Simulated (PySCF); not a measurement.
# GdH₂: relaxation and vibrations of the quintet

Aim: relax GdH₂ as a quintet from a hand-made side-on geometry, check by its vibrations whether the end is a minimum, and collect its spectrum and constants.

Computed with PySCF 2.14.0. Level: PBE0, basis Gd def2-TZVP with ECP28, H def2-TZVP, scalar-relativistic core potentials, no spin–orbit coupling, density fitting.

## (1) The starting structure

3 atoms, charge 0, spin multiplicity 5.

Bond lengths: Gd1–H2 2.050 Å, Gd1–H3 2.050 Å, H2–H3 0.840 Å. Angles: H2–Gd1–H3 23.6°, Gd1–H2–H3 78.2°, Gd1–H3–H2 78.2°.

```xyz
3
charge 0 multiplicity 5
Gd    0.0000    0.0000   -0.0253
H     0.4200    0.0000    1.9814
H    -0.4200    0.0000    1.9814
```

## (2) Side-on start, quintet: relaxation

One driver script runs all steps and calls PySCF; scf.py shows how it sets up the SCF of each step. The optimiser is the driver's own. Before each start the driver seeks the lowest SCF state from one or more starting densities and follows internal instabilities, so scf.py alone need not reach the same state.

The program finds C2v symmetry in the start, which this walk keeps.

File scf.py:

```python
from pyscf import gto, scf, dft
mol = gto.M(atom='''
Gd     0.000000     0.000000    -0.025290
H      0.420000    -0.000000     1.981429
H     -0.420000     0.000000     1.981429''',
    basis={'Gd': 'def2-TZVP', 'H': 'def2-TZVP'},
    ecp={'Gd': 'def2-TZVP'},
    charge=0, spin=4)
mf = dft.UKS(mol, xc='PBE0')
mf.grids.atom_grid = (50, 194)
aux = {'Gd': 'def2-universal-JKFIT', 'H': 'def2-universal-JKFIT'}
mf = mf.density_fit(auxbasis=aux)
mf.kernel()
```

The runs that follow: Is it a minimum? Harmonic modes.

Before running it: what results should come out? Wanted: minimum; geometry; wavenumbers; dipole moment; highest occupied, lowest empty level; polar-tensor charge of Gd1; zero-point energy; ⟨S²⟩.

As calculated:

| quantity | value |
| --- | --- |
| minimum | broken-symmetry (Ms = 2), C2v |
| geometry | Gd–H 2.230 Å (×2), H–H 0.840 Å; Gd–H–H 79.1° (×2), H–Gd–H 21.7° |
| wavenumbers (cm⁻¹) | 742 (a1), 1112 (b2), 2883 (a1) |
| dipole moment | 1.98 D |
| highest occupied, lowest empty level (either spin) | -2.36, -1.36 eV |
| polar-tensor charge of Gd1 | +0.16 e |
| zero-point energy | 28.3 kJ/mol |
| entropy at 298.15 K | 244.2 J/(mol K) |
| ⟨S²⟩ | 9.027 |

What this shows: The side-on start keeps its C2v symmetry and ends in a minimum. The determinant is spin-contaminated (⟨S²⟩ = 9.03 against 6.00), so it is no pure spin state. In the infrared the band at 2883 cm⁻¹ (a1) leads. Only this shape and spin were tried, so other structures or states may lie lower. Open d and f shells are described by one determinant, and the ground state may have another occupation or spin. With an element this heavy the missing spin–orbit coupling can shift these numbers.
